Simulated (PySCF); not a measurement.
# BHBr (SMILES [BH]Br): UM06-2X/STO-3G

Aim: the vertical ionisation energy of BHBr at UM06-2X/STO-3G, from 2 runs. Input form: a Python script.

The results are computed with PySCF 2.14.0.

14 further runs of the same task are left out: 4 that didn't finish, 10 set aside as unsound or not needed.

## Step 1: The structure to begin with

BHBr: 3 atoms, total charge 0, spin state doublet. SMILES: `[BH]Br`. Geometry: relaxed at PBE0-D4/def2-TZVP.

Bond lengths: B1–Br2 1.868 Å, B1–H3 1.193 Å. Angles: Br2–B1–H3 123.6°.

## Step 2: The energy at UM06-2X/STO-3G

The input, job.py:

```python
# [BH]Br
from pyscf import gto, dft

molecule = gto.M(
    atom='''
B   -0.094500  -0.523000  -0.115700
Br   1.181000   0.563200   0.709800
H   -1.097400  -0.105000  -0.607300
''',
    max_memory=1860,
    verbose=3,
    basis='sto-3g',
    spin=1,
)

mf = dft.UKS(molecule)
mf.xc = 'm06-2x'
mf.grids.level = 5
mf.conv_tol = 1e-10
mf.kernel()
if not mf.converged:
    mf = mf.newton().run(mf.mo_coeff, mf.mo_occ)

energy = mf.e_tot
print(f'total energy: {energy:.8f} hartree')
```

Started as:

```bash
$ OMP_NUM_THREADS=1 python job.py
```

Log:

```text
WARN: HOMO -0.171168512058029 >= LUMO -0.171168512058026

converged SCF energy = -2571.09394815964  <S^2> = 0.75454557  2S+1 = 2.0045404
total energy: -2571.09394816 hartree
```

Wall time 9.3 s (1 thread of Arm Neoverse N1, shared host); peak memory 0.22 GiB.

## Step 3: The singlet cation, same level

The input, input.py:

```python
from pyscf import gto, dft

mol = gto.M(
    atom='''
B   -0.094500  -0.523000  -0.115700
Br   1.181000   0.563200   0.709800
H   -1.097400  -0.105000  -0.607300
''',
    charge=1,
    basis='sto-3g',
    spin=0,
    verbose=4,
    max_memory=1860,
)

mf = dft.RKS(mol)
mf.xc = 'm06-2x'
mf.conv_tol = 1e-10
mf.grids.level = 5
mf.kernel()
if not mf.converged:
    mf = mf.newton().run(mf.mo_coeff, mf.mo_occ)

energy = mf.e_tot
print(f'total energy: {energy:.8f} hartree')
```

Started as:

```bash
$ OMP_NUM_THREADS=1 python input.py
```

Log:

```text
PySCF version 2.14.0

[INPUT] num. atoms = 3
[INPUT] num. electrons = 40
[INPUT] charge = 1
[INPUT] spin (= nelec alpha-beta = 2S) = 0
[INPUT] symmetry False subgroup None
[INPUT] Mole.unit = angstrom
[INPUT] Symbol           X                Y                Z      unit          X                Y                Z       unit  Magmom
[INPUT]  1 B     -0.094500000000  -0.523000000000  -0.115700000000 AA   -0.178579118771  -0.988326763148  -0.218641312612 Bohr   0.0
[INPUT]  2 Br     1.181000000000   0.563200000000   0.709800000000 AA    2.231766553111   1.064293753355   1.341327603216 Bohr   0.0
[INPUT]  3 H     -1.097400000000  -0.105000000000  -0.607300000000 AA   -2.073785449098  -0.198421243079  -1.147630675448 Bohr   0.0

nuclear repulsion = 58.6237283812187
number of shells = 12
number of NR pGTOs = 72
number of NR cGTOs = 24
basis = sto-3g
ecp = {}

******** <class 'pyscf.dft.rks.RKS'> ********
method = RKS
initial guess = minao
damping factor = 0
level_shift factor = 0
DIIS = <class 'pyscf.scf.diis.CDIIS'>
diis_start_cycle = 1
diis_space = 8
diis_damp = 0
SCF conv_tol = 1e-10
SCF conv_tol_grad = None
SCF max_cycles = 50
direct_scf = True
direct_scf_tol = 1e-13
XC library pyscf.dft.libxc version 7.0.0
    S. Lehtola, C. Steigemann, M. J.T. Oliveira, and M. A.L. Marques.,  SoftwareX 7, 1–5 (2018)
XC functionals = m06-2x
    Y. Zhao and D. G. Truhlar.,  Theor. Chem. Acc. 120, 215 (2008)
    Y. Zhao and D. G. Truhlar.,  Theor. Chem. Acc. 120, 215 (2008)
radial grids:
    Treutler-Ahlrichs [JCP 102, 346 (1995); DOI:10.1063/1.469408] (M4) radial grids

becke partition: Becke, JCP 88, 2547 (1988); DOI:10.1063/1.454033
pruning grids: <function nwchem_prune>
grids dens level: 5
symmetrized grids: False
atomic radii adjust function: <function treutler_atomic_radii_adjust>
small_rho_cutoff = 0
Set gradient conv threshold to 1e-05
Initial guess from minao.
tot grids = 111440
init E= -2567.55868262192
  HOMO = -0.516157762950874  LUMO = -0.171168512058033  gap/eV = 9.38764
cycle= 1 E= -2570.63692020549  delta_E= -3.08  |g|= 0.557  |ddm|= 1.97
  HOMO = -0.566533577894504  LUMO = -0.396530246310472  gap/eV = 4.62603
cycle= 2 E= -2569.32953489804  delta_E= 1.31  |g|= 2.01  |ddm|= 3.51
  HOMO = -0.580313720979254  LUMO = -0.352206133824621  gap/eV = 6.20712
cycle= 3 E= -2570.83915170909  delta_E= -1.51  |g|= 0.0726  |ddm|= 2.43
  HOMO = -0.60684328484499  LUMO = -0.32289784544879  gap/eV = 7.72655
cycle= 4 E= -2570.84165622683  delta_E= -0.0025  |g|= 0.0079  |ddm|= 0.126
  HOMO = -0.607450499613036  LUMO = -0.323098939169294  gap/eV = 7.73760
cycle= 5 E= -2570.84171473101  delta_E= -5.85e-05  |g|= 0.00281  |ddm|= 0.0239
  HOMO = -0.606545626667098  LUMO = -0.323301294158102  gap/eV = 7.70747
cycle= 6 E= -2570.84172080162  delta_E= -6.07e-06  |g|= 0.00112  |ddm|= 0.00887
  HOMO = -0.606398229837177  LUMO = -0.32343772419091  gap/eV = 7.69975
cycle= 7 E= -2570.8417214033  delta_E= -6.02e-07  |g|= 5.84e-05  |ddm|= 0.00217
  HOMO = -0.606387308213382  LUMO = -0.323441953956405  gap/eV = 7.69934
cycle= 8 E= -2570.84172140945  delta_E= -6.15e-09  |g|= 1.61e-05  |ddm|= 0.000329
  HOMO = -0.606388878798162  LUMO = -0.323441604727447  gap/eV = 7.69939
cycle= 9 E= -2570.84172140967  delta_E= -2.17e-10  |g|= 3.11e-06  |ddm|= 5.06e-05
  HOMO = -0.606388724260825  LUMO = -0.323440773853363  gap/eV = 7.69941
cycle= 10 E= -2570.84172140968  delta_E= -1.09e-11  |g|= 7.73e-07  |ddm|= 1.47e-05
  HOMO = -0.606388771482731  LUMO = -0.323440791797936  gap/eV = 7.69941
Extra cycle  E= -2570.84172140968  delta_E= -3.18e-12  |g|= 7.42e-07  |ddm|= 3.17e-06
converged SCF energy = -2570.84172140968
total energy: -2570.84172141 hartree
```

It took 5.4 s on 1 thread of Arm Neoverse N1, shared host; peak memory 0.2 GiB.

## Step 4: Results

Level: UM06-2X/STO-3G.

```
                                          quantity           value
                        doublet BHBr: total energy  -2571.09395 Eh
                       doublet BHBr: dipole moment          0.40 D
  doublet BHBr: HOMO energy (highest over α and β)        -4.64 eV
   doublet BHBr: LUMO energy (lowest over α and β)         2.18 eV
                                doublet BHBr: ⟨S²⟩           0.755
                      singlet cation: total energy  -2570.84172 Eh
                       singlet cation: HOMO energy       -16.50 eV
                       singlet cation: LUMO energy        -8.80 eV
                     singlet cation: HOMO–LUMO gap         7.70 eV
vertical ionisation energy (to the singlet cation)        6.863 eV
```

In words: Removing an electron at fixed nuclei costs 6.86 eV (158 kcal/mol). Only the singlet of the ionised species was computed; a triplet could lie lower. In a minimal basis such a difference can be off by several eV, whatever the method. Mulliken charges (singlet cation) run from +0.13 on H3 to +0.45 on Br2.
